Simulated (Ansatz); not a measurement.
# GeH2S: a ladder of functionals and wavefunction methods

The task here is to estimate one member of a computed series from the others.

Computed with Ansatz 0.2.0, Gaussian basis. Level: functionals in def2-TZVPP, the program's frozen cores in correlated methods.

The runs, in order: LDA (SPW92), PBE-D4, revPBE-D4, BLYP-D4, r2SCAN-D4, B97M-V, PBE0-D4, B3LYP-D4, r2SCANh-D4, r2SCAN0-D4, HSE06-D4, BHLYP-D4, CAM-B3LYP-D4, LC-ωPBE, ωB97X-V, ωB97M-V, B2PLYP, PBE-QIDH; CCSD(T)/def2-SVP; CCSD(T)/def2-TZVPP; CCSD(T)/def2-QZVPP; extrapolation to the limit; RPA on PBE.

## The geometry

All runs share one geometry, relaxed beforehand with PBE0-D4 in a triple-zeta def2 set.

SMILES `[SH][GeH]`, 4 atoms, charge 0, spin multiplicity 1.

Atoms are counted from 1 here; the program's logs count them from 0.

Bond lengths: S1–Ge2 2.225 Å, S1–H3 1.342 Å, Ge2–H4 1.595 Å. Angles: Ge2–S1–H3 100.2°, S1–Ge2–H4 93.7°.

Set-up of the first run:

in.yaml

```yaml
crystal:
  periodic: [false, false, false]
  atoms:
    - {symbol: S, position_ang: [-0.443273, -1.201847, 0.271669]}
    - {symbol: Ge, position_ang: [-0.841670, 0.737867, -0.743626]}
    - {symbol: H, position_ang: [0.779209, -0.962093, 0.771177]}
    - {symbol: H, position_ang: [0.561234, 1.365874, -0.319420]}
basis:
  gaussian: {orbitals: def2-TZVPP}
hamiltonian: {xc: lda}
output: {orbitals: {seedname: orbitals}}
```

Command:

```console
ansatz run in.yaml --threads 2 --pin off --events-out ev --progress --plain --max-ram 32768MiB --backend cpu
```

Steps of the session up to this table: LDA; PBE-D4 (GGA); revPBE-D4 (GGA); BLYP-D4 (GGA); r2SCAN-D4 (meta-GGA); B97M-V (meta-GGA); PBE0-D4 (hybrid); B3LYP-D4 (hybrid); r2SCANh-D4 (hybrid); r2SCAN0-D4 (hybrid); HSE06-D4 (hybrid); BHLYP-D4 (hybrid); CAM-B3LYP-D4 (range-separated); LC-ωPBE (range-separated); ωB97X-V (range-separated); ωB97M-V (range-separated); B2PLYP (double hybrid); PBE-QIDH (double hybrid).

One of the session's tables, all rows but one given; the rest of the session is left out.

It belongs to the step «Orbital energies across the functionals». 

```
  functional  HOMO (eV)  LUMO (eV)  gap (eV)
 LDA (SPW92)      -6.16      -3.57      2.59
      PBE-D4      -6.05      -3.34      2.71
   revPBE-D4      -6.01      -3.26      2.75
     BLYP-D4      -5.93      -3.23      2.71
   r2SCAN-D4      -6.33      -3.29      3.04
      B97M-V      -6.29      -3.21      3.08
     PBE0-D4      -7.12      -2.58      4.53
    B3LYP-D4      -6.94      -2.78      4.16
  r2SCANh-D4      -6.71      -3.00      3.72
  r2SCAN0-D4      -7.30      -2.56      4.74
    HSE06-D4      -6.72      -2.96      3.76
    BHLYP-D4          ?          ?         ?
CAM-B3LYP-D4      -8.40      -1.55      6.85
     LC-ωPBE      -9.70      -0.47      9.22
     ωB97X-V      -9.36      -0.54      8.82
     ωB97M-V      -9.24      -0.63      8.61
```

**Question.** Estimate the row for BHLYP-D4.

Worked estimate for «HOMO (eV)». Against the share of exact exchange, BLYP-D4 (0, -5.93), B3LYP-D4 (0.2, -6.94) give a slope of -5.05 per unit share; at 0.5 the line stands at -8.46.

As computed: HOMO (eV): -8.06; LUMO (eV): -1.73; gap (eV): 6.34. In «HOMO (eV)» the line misses by -0.40.
